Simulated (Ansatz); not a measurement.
**C₂H₆BFO: a ladder of functionals and wavefunction methods**

An exercise on one series of results from a longer session: the logs are not shown, and one member is left open.

The runs use Ansatz 0.2.0, Gaussian basis; functionals in def2-TZVPP, the program's frozen cores in correlated methods.

Levels to be run: LDA (SPW92), PBE-D4, revPBE-D4, BLYP-D4, r2SCAN-D4, B97M-V, PBE0-D4, B3LYP-D4, r2SCANh-D4, r2SCAN0-D4, HSE06-D4, BHLYP-D4, CAM-B3LYP-D4, LC-ωPBE, ωB97X-V, ωB97M-V, B2PLYP, PBE-QIDH; CCSD(T)/def2-SVP; CCSD(T)/def2-TZVPP; MP2/def2-QZVPP; extrapolation to the limit; RPA on PBE.

## The geometry

An earlier PBE0-D4 in a triple-zeta def2 set relaxation fixed the geometry.

11 atoms, charge 0, spin multiplicity 1.

Atoms are counted from 1 here; the program's logs count them from 0.

Bond lengths: C1–O2 1.408 Å, C1–H6 1.092 Å, C1–H7 1.092 Å, C1–H8 1.093 Å, O2–B3 1.348 Å, B3–C4 1.569 Å, B3–F5 1.335 Å, C4–H9 1.094 Å, C4–H10 1.090 Å, C4–H11 1.094 Å. Angles: O2–C1–H6 109.0°, O2–C1–H7 108.9°, O2–C1–H8 112.4°, H6–C1–H7 108.6°, H6–C1–H8 108.9°, H7–C1–H8 108.9°, C1–O2–B3 123.8°, O2–B3–C4 126.0°, O2–B3–F5 114.4°, C4–B3–F5 119.6°, B3–C4–H9 111.5°, B3–C4–H10 111.3°, B3–C4–H11 111.4°, H9–C4–H10 108.1°, H9–C4–H11 106.4°, H10–C4–H11 108.0°.

The first run:

Contents of in.yaml:

```yaml
crystal:
  periodic: [false, false, false]
  atoms:
    - {symbol: C, position_ang: [-1.364394, 0.711106, 0.538476]}
    - {symbol: O, position_ang: [-0.241034, 1.227789, -0.135297]}
    - {symbol: B, position_ang: [0.818583, 0.482667, -0.508872]}
    - {symbol: C, position_ang: [0.993226, -1.057861, -0.270558]}
    - {symbol: F, position_ang: [1.779226, 1.165201, -1.136042]}
    - {symbol: H, position_ang: [-1.458467, 1.207123, 1.506862]}
    - {symbol: H, position_ang: [-2.259069, 0.924278, -0.050042]}
    - {symbol: H, position_ang: [-1.294037, -0.367678, 0.698148]}
    - {symbol: H, position_ang: [0.947554, -1.307033, 0.794024]}
    - {symbol: H, position_ang: [1.947438, -1.412793, -0.660077]}
    - {symbol: H, position_ang: [0.196274, -1.629799, -0.756023]}
basis:
  gaussian: {orbitals: def2-TZVPP}
hamiltonian: {xc: lda}
output: {orbitals: {seedname: orbitals}}
```

Steps of the session up to this table: LDA; PBE-D4 (GGA); revPBE-D4 (GGA); BLYP-D4 (GGA); r2SCAN-D4 (meta-GGA); B97M-V (meta-GGA); PBE0-D4 (hybrid); B3LYP-D4 (hybrid); r2SCANh-D4 (hybrid); r2SCAN0-D4 (hybrid); HSE06-D4 (hybrid); BHLYP-D4 (hybrid); CAM-B3LYP-D4 (range-separated); LC-ωPBE-D4 (range-separated; the results give it without D4); ωB97X-V (range-separated); ωB97M-V (range-separated); B2PLYP (double hybrid); PBE-QIDH (double hybrid).

One of the session's tables, all rows but one given; the rest of the session is left out.

It belongs to the step «Orbital energies across the functionals». 

| functional | HOMO (eV) | LUMO (eV) | gap (eV) |
| --- | --- | --- | --- |
| LDA (SPW92) | -7.59 | -0.32 | 7.28 |
| PBE-D4 | -7.44 | -0.05 | 7.40 |
| revPBE-D4 | -7.38 | 0.07 | 7.45 |
| BLYP-D4 | -7.36 | 0.05 | 7.41 |
| r2SCAN-D4 | -7.76 | 0.40 | 8.16 |
| B97M-V | -7.85 | 0.23 | 8.09 |
| PBE0-D4 | ? | ? | ? |
| B3LYP-D4 | -8.77 | 0.49 | 9.26 |
| r2SCANh-D4 | -8.35 | 0.75 | 9.10 |
| r2SCAN0-D4 | -9.24 | 1.27 | 10.51 |
| HSE06-D4 | -8.60 | 0.47 | 9.07 |
| BHLYP-D4 | -10.53 | 1.33 | 11.86 |
| CAM-B3LYP-D4 | -10.49 | 1.51 | 11.99 |
| LC-ωPBE | -11.85 | 2.77 | 14.61 |
| ωB97X-V | -11.49 | 2.57 | 14.06 |
| ωB97M-V | -11.42 | 2.06 | 13.48 |

**Question.** Estimate the row for PBE0-D4.

As computed: HOMO (eV): -9.01; LUMO (eV): 0.83; gap (eV): 9.84. In the column «HOMO (eV)» it lies between r2SCAN0-D4 (-9.24) and B3LYP-D4 (-8.77).
